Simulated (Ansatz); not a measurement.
**AlH₂Cl + SiH₃F: a complex and its separated parts**

Aim: how far the complex at one end of a reaction step lies below its separated, relaxed parts, level by level.

Program: Ansatz 0.2.0, Gaussian basis. Level of theory: PBE0-D4/def2-TZVP structures, single points in def2-TZVPP, no counterpoise correction. These are calculated values, not measurements.

Levels: SPW92, PBE-D4, BLYP-D4, r2SCAN-D4, B97M-V, PBE0-D4, B3LYP-D4, r2SCAN0-D4, BHLYP-D4, CAM-B3LYP-D4, wB97X-V, wB97M-V, B2PLYP, PBE-QIDH, RPA on PBE, Hartree-Fock, MP2, CCSD, CCSD(T).

Correlated methods freeze the cores. B3LYP uses VWN-RPA correlation. B2PLYP carries no dispersion term here.

94 further runs of the same task are left out: 94 set aside as unsound or not needed.

## 1. Starting geometry

The complex: 9 atoms, charge 0, spin multiplicity 1.

Atoms are counted from 1 here; the program's logs count them from 0.

Bond lengths: Al1–F2 2.002 Å, Al1–H3 1.579 Å, Al1–H4 1.579 Å, Al1–Cl6 2.146 Å, F2–Si5 1.666 Å, Si5–H7 1.472 Å, Si5–H8 1.472 Å, Si5–H9 1.477 Å. Angles: F2–Al1–H3 99.6°, F2–Al1–H4 99.6°, F2–Al1–Cl6 93.0°, H3–Al1–H4 124.4°, H3–Al1–Cl6 115.2°, H4–Al1–Cl6 115.2°, Al1–F2–Si5 131.5°, F2–Si5–H7 107.1°, F2–Si5–H8 107.1°, F2–Si5–H9 102.2°, H7–Si5–H8 114.6°, H7–Si5–H9 112.4°, H8–Si5–H9 112.4°.

Geometry (Å):

```csv
atom,x (Å),y (Å),z (Å)
Al1,-1.5515,-0.5087,-0.7193
F2,-0.1492,0.7951,-0.1345
H3,-1.5096,-0.2582,-2.2773
H4,-2.7356,-0.0617,0.2242
Si5,1.3271,0.5708,0.6046
Cl6,-0.4237,-2.2006,-0.0338
H7,2.1521,-0.2329,-0.3116
H8,1.0671,-0.0597,1.9087
H9,1.8233,1.9557,0.7391
```

Its parts: AlH₂Cl holds atoms 1, 3, 4, 6; SiH₃F holds atoms 2, 5, 7, 8, 9. Each part counts its atoms afresh in its own runs.

## 2. Relaxing AlH₂Cl alone

The input, relax-a/in.yaml:

```yaml
crystal:
  periodic: [false, false, false]
  atoms:
    - {symbol: Al, position_ang: [-1.551515, -0.508660, -0.719267]}
    - {symbol: H, position_ang: [-1.509568, -0.258246, -2.277329]}
    - {symbol: H, position_ang: [-2.735579, -0.061664, 0.224246]}
    - {symbol: Cl, position_ang: [-0.423677, -2.200564, -0.033771]}
basis:
  gaussian: {orbitals: def2-TZVP}
hamiltonian: {xc: pbe0, dispersion: d4}
relax: {f_tol: 0.005, max_steps: 200}
```

Started as:

```sh
> ansatz run in.yaml --threads 4 --pin off --events-out ev --progress --plain --max-ram 9574MiB
```

Further steps of the session: Relaxing SiH₃F alone; SPW92/def2-TZVPP; PBE-D4/def2-TZVPP; BLYP-D4/def2-TZVPP; r2SCAN-D4/def2-TZVPP; B97M-V/def2-TZVPP; PBE0-D4/def2-TZVPP; B3LYP-D4/def2-TZVPP; r2SCAN0-D4/def2-TZVPP; BHLYP-D4/def2-TZVPP; CAM-B3LYP-D4/def2-TZVPP; wB97X-V/def2-TZVPP; wB97M-V/def2-TZVPP; B2PLYP/def2-TZVPP; PBE-QIDH/def2-TZVPP; RPA on PBE/def2-TZVPP; CCSD(T)/def2-TZVPP; MP2/def2-QZVPP; Vibrations of AlH₂Cl; Vibrations of SiH₃F.

Before running it: what results should come out? Wanted: complex less parts, CCSD(T)/def2-TZVPP; with zero-point energy; largest T1 diagnostic.

**Answer**, as computed:

| quantity | value |
| --- | --- |
| complex less parts, CCSD(T)/def2-TZVPP | -0.557 eV |
| with zero-point energy | -0.490 eV |
| largest T1 diagnostic | 0.011 |

In words: At CCSD(T) the complex lies 0.557 eV below its parts. Among the functionals PBE-QIDH lands nearest to CCSD(T) (+0.001 eV) and SPW92 farthest (-0.196 eV). PBE-D4 is as near within the digits shown. Mean unsigned error by rung: LDA 0.196, GGA 0.014, meta-GGA 0.026, hybrid 0.043, range-separated hybrid 0.044, double hybrid 0.038 eV. PBE-D4 gives a relative energy 0.001 eV too high, inside chemical accuracy (1 kcal/mol, 0.043 eV). No counterpoise was applied, and triple zeta lacks some correlation, so the CCSD(T) reference has a basis error of its own, and close matches with it are partly luck.
